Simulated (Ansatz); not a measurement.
Crystal: CsLiCr2Te2S3.

```xyz
9
Lattice="3.6036 0.0000 0.0000 -1.8018 3.1208 0.0000 0.0000 0.0000 19.0665" Properties=species:S:1:pos:R:3 pbc="T T T"
Cs    0.0000    0.0000    7.1307
Li    1.8018    1.0403    0.3064
Cr    0.0000    0.0000   16.5187
Cr    0.0000    2.0805    3.2095
Te    0.0000    2.0805   10.2751
Te    1.8018    1.0403   14.7338
S     0.0000    0.0000    1.9124
S     0.0000    2.0805   17.7166
S     1.8018    1.0403    4.4631
```

The cell was built by a generator and needn't be a form met in nature.

Base run:

```yaml
Program: Ansatz 0.2.0
Functional: PBE
Potentials_or_basis: Ansatz PAW
Cutoff: "420 eV (not typed: the program's choice for these potentials)"
k_mesh: 9 × 9 × 2
Occupations: fermi-dirac, width 0.05 eV
Spin: collinear spin, ferromagnetic start
Starting_moments: "[0.0, 0.0, 3.0, 3.0, 0.0, 0.0, 0.0, 0.0, 0.0] μB"
```

Its results: band gap on the k mesh none (metal or under the smearing width); pressure 0.0 GPa; net moment 5.64 μB per cell; site moments Cs +0.00; Li -0.01; Cr +2.58, +2.74; Te -0.01, -0.15; S -0.05, -0.06 μB; largest force 0.033 eV/Å.

**Question.** The run is repeated on the same cell with these changes: hubbard terms from none to Cr d U = 6 eV; hubbard projectors from none to ortho-atomic (the default). What comes out?

**Answer.** Band gap on the k mesh none (metal or under the smearing width); pressure 4.0 GPa; net moment 6.12 μB per cell; site moments Cs -0.01; Li -0.02; Cr +3.36, +3.20; Te -0.02, -0.26; S -0.24, -0.23 μB; largest force 1.104 eV/Å.

Caveats: only a ferromagnetic start was run, and an antiferromagnetic order may lie lower in energy; the magnetic or orbital state may not be the lowest (some runs); forces of over 1 eV/Å show positions far from the minimum, so gaps and moduli don't describe the material at rest (some runs).
